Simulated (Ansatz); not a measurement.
This script drives the Ansatz DFT code, driven from Python.

`c2hcl3.py`:
```python
"""Cost of removing each kind of hydrogen from C2HCl3, fragments frozen."""

import ansatz as az

SETTINGS = {
    "basis_set": "def2-SVPD",
    "xc": "CAM-B3LYP",
}


def single_point(molecule, charge=0, unpaired=0):
    calc = (
        molecule.calculation()
        .basis(gaussian=SETTINGS["basis_set"])
        .functional(SETTINGS["xc"])
    )
    if charge:
        calc = calc.charge(charge)
    if unpaired:
        calc = calc.spin("collinear", total=unpaired)
    report = calc.run().report
    if report["published_state_doubts"]:
        print("  doubts:", report["published_state_doubts"])
    return report["free_energy_ev"]

def without(molecule, index):
    rest = az.Crystal.molecule()
    for i, site in enumerate(molecule.cartesian_sites):
        if i != index:
            rest = rest.atom(site.symbol, site.position_ang)
    return rest

geometry_ang = [
    ("Cl", (-0.0425, -1.8988, 1.1196)),
    ("C", (0.2531, -0.2556, 0.6015)),
    ("C", (-0.2146, 0.3283, -0.5318)),
    ("Cl", (-1.1227, -0.4581, -1.6684)),
    ("Cl", (0.2756, 1.9526, -0.8838)),
    ("H", (0.8932, 0.2676, 1.3167)),
]
system = az.Crystal.molecule()
for symbol, xyz in geometry_ang:
    system = system.atom(symbol, xyz)

whole = single_point(system, 0)
hydrogen = single_point(az.Crystal.molecule().atom("H", (0, 0, 0)), 0, 1)
print(f"E(molecule) = {whole:.5f} eV, E(H) = {hydrogen:.5f} eV")
for index in [5]:
    radical = single_point(without(system, index), 0, 1)
    print(f"H{index}: homolysis {23.060548 * (radical + hydrogen - whole):.1f} kcal/mol")
```

It is started by `python c2hcl3.py`. Estimate its wall time and peak memory on 1 thread of Arm Neoverse N1, with other jobs on the host.

It took about 31 s, with a peak of 0.54 GiB, for 3 runs of the engine.

```console
$ python c2hcl3.py
E(molecule) = -39644.27274 eV, E(H) = -13.54842 eV
H5: homolysis 118.8 kcal/mol
```

These settings explore the input space; basis and method may be short of convergence. The geometry is a force-field or estimated start, not a minimum of this method, and the basis set is short of its limit. All parts are taken at fixed geometry, without zero-point energy.
